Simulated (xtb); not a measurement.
**One shape, several levels: C2HF5 (pentafluoroethane)**

Wanted: a comparison of 3 runs (GFN-FF, GFN2-xTB, GFN0-xTB) of C2HF5 (pentafluoroethane). 

The calculation is run with xtb 6.7.1.

3 further runs of the same task are left out: 3 set aside as unsound or not needed.

### Step 1. The molecule

C2HF5 has 8 atoms, charge 0, and is taken as a singlet. As SMILES, `FC(F)C(F)(F)F`. Geometry: optimised at GFN2-xTB.

Bond lengths: F1–C2 1.341 Å, C2–F3 1.341 Å, C2–C4 1.550 Å, C4–F5 1.334 Å, C4–F6 1.325 Å, C4–F7 1.334 Å, C2–H8 1.102 Å. Some angles: F1–C2–F3 108.0°, F1–C2–C4 109.7°, F3–C2–C4 109.7°, C2–C4–F5 110.1°, C2–C4–F6 112.8°, C2–C4–F7 110.0°, F5–C4–F6 108.2°, F5–C4–F7 107.4°, F6–C4–F7 108.2°, F1–C2–H8 109.4°.

### Step 2. Energy and gradient at GFN-FF (run 1)

File start.xyz:

```xyz
8

F      1.12324000    -0.58794000     1.23363000
C      0.20466000    -0.72580000     0.26660000
F     -0.88534000    -1.29003000     0.80701000
C     -0.15915000     0.66586000    -0.31139000
F      0.92260000     1.23724000    -0.84391000
F     -0.65330000     1.48864000     0.60267000
F     -1.06248000     0.53497000    -1.28463000
H      0.60186000    -1.37993000    -0.52587000
```

Run with:

```sh
$ xtb start.xyz --gff --grad > start.out 2> xtb.err
```

What it wrote:

```text
* xtb version 6.7.1
[...]
         ::                     SUMMARY                     ::
         :::::::::::::::::::::::::::::::::::::::::::::::::::::
         :: total energy              -0.951649264734 Eh    ::
         :: gradient norm              0.032082400901 Eh/a0 ::
         ::.................................................::
         :: bond energy               -0.950504125306 Eh    ::
         :: angle energy               0.000583978660 Eh    ::
         :: torsion energy             0.000000595415 Eh    ::
         :: repulsion energy           0.056463388788 Eh    ::
         :: electrostat energy        -0.053154107146 Eh    ::
         :: dispersion energy         -0.002503817124 Eh    ::
         :: HB energy                 -0.000000015166 Eh    ::
         :: XB energy                  0.000000000000 Eh    ::
         :: bonded atm energy         -0.002535162855 Eh    ::
         :: external energy            0.000000000000 Eh    ::
         :: add. restraining           0.000000000000 Eh    ::
         :: total charge              -0.000000000000 e     ::
[...]
molecular dipole:
                 x           y           z       tot (Debye)
 q only:        0.302      -0.663      -0.328       2.030
           -------------------------------------------------
          | TOTAL ENERGY               -0.951649264734 Eh   |
          | GRADIENT NORM               0.032082400901 Eh/α |
           -------------------------------------------------
########################################################################
[WARNING] Runtime exception occurred
-1- gfnff_setup: Could not read topology file.
########################################################################
[...]
```

Standard error:

```text
normal termination of xtb
```

Run time: 0.014 s. Hardware: 1 thread of Arm Neoverse V1, shared host.

### Step 3. Energy and gradient at GFN2-xTB (run 2)

File .CHRG:

```
0
```

File .UHF:

```
0
```

File struc.xyz:

```xyz
8
C2HF5
F      1.12324    -0.58794     1.23363
C      0.20466    -0.72580     0.26660
F     -0.88534    -1.29003     0.80701
C     -0.15915     0.66586    -0.31139
F      0.92260     1.23724    -0.84391
F     -0.65330     1.48864     0.60267
F     -1.06248     0.53497    -1.28463
H      0.60186    -1.37993    -0.52587
```

Run with:

```sh
$ xtb struc.xyz --grad --json --gfn 2 --parallel 1 > out.txt 2> xtb.err
```

What it wrote:

```text
* xtb version 6.7.1
[...]
          :  # basis functions                  29          :
[...]
          :  # electrons                        44          :
[...]
          :  Hamiltonian                  GFN2-xTB          :
[...]
          :  net charge                          0          :
          :  unpaired electrons                  0          :
[...]
   *** convergence criteria satisfied after 9 iterations ***
[...]
         ::                     SUMMARY                     ::
         :::::::::::::::::::::::::::::::::::::::::::::::::::::
         :: total energy             -28.442465639496 Eh    ::
         :: gradient norm              0.000500679342 Eh/a0 ::
         :: HOMO-LUMO gap             12.713451758361 eV    ::
         ::.................................................::
         :: SCC energy               -28.525060421880 Eh    ::
         :: -> isotropic ES            0.066643406535 Eh    ::
         :: -> anisotropic ES          0.005899164051 Eh    ::
         :: -> anisotropic XC         -0.033449873117 Eh    ::
         :: -> dispersion             -0.003603239240 Eh    ::
         :: repulsion energy           0.082594782384 Eh    ::
         :: add. restraining           0.000000000000 Eh    ::
         :: total charge               0.000000000000 e     ::
         :::::::::::::::::::::::::::::::::::::::::::::::::::::
[...]
        22        2.0000           -0.5160633             -14.0428 (HOMO)
        23                         -0.0488526              -1.3293 (LUMO)
[...]
          | TOTAL ENERGY              -28.442465639496 Eh   |
          | GRADIENT NORM               0.000500679342 Eh/α |
          | HOMO-LUMO GAP              12.713451758361 eV   |
           -------------------------------------------------
[...]
```

Standard error:

```text
normal termination of xtb
```

Wall time 0.026 s (1 thread of Arm Neoverse V1, shared host).

### Step 4. Energy and forces at GFN0-xTB (run 3)

File start.xyz:

```xyz
8
C2HF5
F      1.12324    -0.58794     1.23363
C      0.20466    -0.72580     0.26660
F     -0.88534    -1.29003     0.80701
C     -0.15915     0.66586    -0.31139
F      0.92260     1.23724    -0.84391
F     -0.65330     1.48864     0.60267
F     -1.06248     0.53497    -1.28463
H      0.60186    -1.37993    -0.52587
```

Run with:

```sh
$ xtb start.xyz --grad --gfn 0 > run.log 2> xtb.err
```

What it wrote:

```text
* xtb version 6.7.1
[...]
          :  # basis functions                  30          :
[...]
          :  # electrons                        44          :
[...]
 Zeroth order Hamiltonian       ...        0 min,  0.000 sec ( 19.062%)
[...]
         ::                     SUMMARY                     ::
         :::::::::::::::::::::::::::::::::::::::::::::::::::::
         :: total energy             -24.103661647843 Eh    ::
         :: gradient norm              0.054411770353 Eh/a0 ::
         :: HOMO-LUMO gap              8.194005402322 eV    ::
         ::.................................................::
         :: H0 energy                -24.034279532158 Eh    ::
         :: repulsion energy           0.106292496772 Eh    ::
         :: electrostat energy        -0.114136102927 Eh    ::
         :: -> Gsolv                   0.000000000000 Eh    ::
         ::    -> Gsasa                0.000000000000 Eh    ::
         ::    -> Gshift               0.000000000000 Eh    ::
         :: dispersion energy         -0.001805825890 Eh    ::
         :: short-range corr.         -0.059732683641 Eh    ::
         :: add. restraining           0.000000000000 Eh    ::
         :: total charge              -0.000000000000 e     ::
         :::::::::::::::::::::::::::::::::::::::::::::::::::::
[...]
        22        2.0000           -0.4061704             -11.0525 (HOMO)
        23                         -0.1050462              -2.8585 (LUMO)
[...]
          | TOTAL ENERGY              -24.103661647843 Eh   |
          | GRADIENT NORM               0.054411770353 Eh/α |
          | HOMO-LUMO GAP               8.194005402322 eV   |
           -------------------------------------------------
[...]
```

Standard error:

```text
normal termination of xtb
```

It took 0.022 s on 1 thread of Arm Neoverse V1, shared host.

### Step 5. Overview of the runs

| run | level | energy (Eh) | dipole moment (D) | dispersion energy (kJ/mol) | largest force (eV/Å) | wall time |
| --- | --- | --- | --- | --- | --- | --- |
| 1 | GFN-FF | -0.951649 | 2.03 | -6.57 | 0.974 | 0.014 s |
| 2 | GFN2-xTB | -28.442466 | 2.06 | -9.46 | 0.017 | 0.026 s |
| 3 | GFN0-xTB | -24.103662 | 1.91 | -4.74 | 1.832 | 0.022 s |

### Step 6. Outcome

| quantity | value |
| --- | --- |
| run 3: total energy | -24.10366 Eh |
| run 3: dipole moment | 1.91 D |
| run 3: HOMO energy | -11.05 eV |
| run 3: LUMO energy | -2.86 eV |
| run 3: HOMO–LUMO gap | 8.19 eV |
| run 3: dispersion energy | -4.74 kJ/mol |
| run 3: largest force on an atom | 1.832 eV/Å |
| run 3: mean polarisability (D4 model) | 34.7 bohr³ |

What this shows: The dipole moment (its size) runs from 1.91 D (GFN0-xTB) to 2.06 D (GFN2-xTB). Force-field and semi-empirical energies have zeros of their own, so their totals don't compare. All runs together took 0.062 s, the longest 0.026 s.
